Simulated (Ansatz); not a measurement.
**Hg2F2 in a box, plane waves**

Ansatz 0.2.0, DFT PBE, spin-orbit coupling, plane waves, PAW, molecule in a box. The geometry was relaxed with Gaussian bases (TPSS; Hg def2-SVP with ECP60, F def2-SVP).

```yaml
crystal:
  lattice:
    - [11.77, 0.0, 0.0]
    - [0.0, 9.0, 0.0]
    - [0.0, 0.0, 12.56]
  atoms:
    - { symbol: Hg, position: [0.49993968, 0.5, 0.64179538] }
    - { symbol: Hg, position: [0.49993968, 0.5, 0.35828025] }
    - { symbol: F, position: [0.6175514, 0.5, 0.50003742] }
    - { symbol: F, position: [0.38232795, 0.5, 0.50003742] }
basis:
  ecutwfc: 420
  ecutrho_ratio: 4
kpoints:
  mp_grid: { grid: [1, 1, 1] }
hamiltonian:
  xc: pbe
scf:
  occupations: { method: gaussian, width: 0.01 }
output:
  forces: true
  eigenvalues: true
  populations: true
  write_density: true
  write_potential: true
  elf: true
  volumetric_format: npy
magnetization:
  noncollinear: true
  spin_orbit: true
```

Command:
```sh
ansatz run input.yaml --threads 2 --pin off --max-ram 5120MiB --backend cpu --events-out ev --progress --plain --runs-dir out
```
It took 18 s on 2 threads of Arm Neoverse V2 (shared host), peak memory 1.7 GiB.

How does the SCF go?


```
SCF iter   1: F=—  HF=-29323.759036 eV  |F-HF|=—  |Δ(HF+E_count)|=         —  Δρ=2.38e-2
preconditioner: auto → Resta (q_TF=auto, 1.599 Å⁻¹)  ε∞=1.4  [insulator: Δε(μ)=0.656 eV  Ē_g=8.897 eV  σ=0.010 eV  W_gap=1.00  n_s
spin=Noncollinear: Resta preconditioning applied to the charge; magnetization (m_x, m_y, m_z) channels mix plain (no charge-respon
SCF iter   2: F=—  HF=-29321.222422 eV  |F-HF|=—  |Δ(HF+E_count)|=    2.54e0  Δρ=9.01e-3
SCF iter   3: F=—  HF=-29321.065609 eV  |F-HF|=—  |Δ(HF+E_count)|=   1.57e-1  Δρ=6.09e-3
...
SCF iter   6: F=—  HF=-29320.971543 eV  |F-HF|=—  |Δ(HF+E_count)|=   8.80e-5  Δρ=4.46e-5
SCF iter   7: F=—  HF=-29320.971691 eV  |F-HF|=—  |Δ(HF+E_count)|=   1.48e-4  Δρ=1.35e-5
SCF iter   8: F=—  HF=-29320.971691 eV  |F-HF|=—  |Δ(HF+E_count)|=   2.88e-7  Δρ=4.98e-6
SCF iter   9: F=—  HF=-29320.971691 eV  |F-HF|=—  |Δ(HF+E_count)|=   4.62e-8  Δρ=2.77e-6
SCF iter  10: F=-29320.971691 eV  HF=-29320.971691 eV  |F-HF|=4.15e-9  |Δ(HF+E_count)|=   2.49e-8  Δρ=6.10e-7
```

Which levels lie next to the highest filled one (eV, counted from it)?

Filled: -2.03, -2.03, -1.89, -1.89, -1.70, -1.70, -1.45, -1.45, 0.00, 0.00. Empty: 0.69, 0.69, 4.84, 4.84, 5.18, 5.18, 5.44, 5.44.

What forces are left at this geometry, relaxed with Gaussian bases (eV/Å)?


```
Hg   0.00  0.00  0.06
Hg   0.00  0.00 -0.06
F    0.17  0.00  0.00
F   -0.17  0.00  0.00
```

The highest of the empty levels listed lie near the vacuum level and may be states of the box.

The forces come from the other functional as well as from the basis.

No frequency check is given that shows the relaxed geometry to be a minimum.
